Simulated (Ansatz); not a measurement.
Run this with Ansatz's Python interface and show what comes out.

The script reads `c3h7bo.xyz`:
```text
12

B    -1.71950   -0.02560    0.00190
C    -0.40750   -0.13430    0.79290
C     0.73230    0.14160   -0.12530
C     1.46020   -0.84240   -0.75040
O     1.19810    1.44220   -0.33320
H    -2.55440    0.85870    0.30370
H    -1.96880   -0.68570   -0.92470
H    -0.30800   -1.13670    1.21910
H    -0.39390    0.61150    1.67600
H     2.22280   -0.64190   -1.38000
H     1.05860   -1.88070   -0.60190
H     0.75690    2.23810    0.15580
```

Script `methods_c3h7bo.py`:
```python
"""C3H7BO at several levels of theory."""

from pathlib import Path

import ansatz as az
import numpy as np

molecule = az.Crystal.molecule_from_extxyz("c3h7bo.xyz")

calc = molecule.calculation().basis(gaussian="def2-SVP")

print("functional    E (Ha)        dipole (D)   HOMO (eV)  LUMO (eV)")
for name in ["pbe0", "revpbe", "lc_wpbe", "hse06", "lda"]:
    report = calc.functional(name).forces().orbitals().run(threads=1, pin="off", runs_dir="runs").report
    lines = Path(report["orbitals_path"]).read_text().splitlines()
    field_of = lambda key: [line.split("=")[1].strip() for line in lines if line.startswith(key)]
    orbitals = [(27.211386 * float(e), s, float(n)) for e, s, n in zip(field_of("Ene="), field_of("Spin="), field_of("Occup="))]
    homo = max(e for e, _, n in orbitals if n > 0.5)
    lumo = min(e for e, _, n in orbitals if n < 0.5)
    dipole = 4.803205 * np.linalg.norm(report["charge_distribution"]["dipole_moment_e_ang"])
    print(f"{name:10s} {report['free_energy_ev'] / 27.211386246:14.6f} {dipole:9.3f} {homo:11.3f} {lumo:10.3f}")
```

`python methods_c3h7bo.py` gives:
```text
functional    E (Ha)        dipole (D)   HOMO (eV)  LUMO (eV)
pbe0          -218.101902     1.960      -6.180     -1.637
revpbe        -218.300158     1.828      -4.933     -2.494
lc_wpbe       -218.221586     2.075      -8.834      0.735
hse06         -218.089526     1.955      -5.780     -2.024
lda           -216.416838     1.920      -5.128     -2.908
```

Total energies depend on the basis set; only differences at equal settings carry meaning. The geometry is a force-field or estimated start, not a minimum of this method, and the basis set is short of its limit. A lower total doesn't mark the better method: functionals have no common bound, and MP2 and coupled cluster aren't variational. Levels such as HOMO and LUMO are orbital energies: with these approximate functionals they aren't the ionisation energy and electron affinity, and their gap isn't the fundamental gap. hse06 follows the composition of plane-wave codes, whose totals differ by tens of mHa, up to about 0.1 Ha, from the form usual in Gaussian-basis programs (wpbeh). It ran for 10 s on 1 thread of Intel(R) Xeon(R) 6975P-C (Granite Rapids), on a shared host, peak memory 0.29 GiB.

(Lines on the test bed's own set-up are left out of the output.)
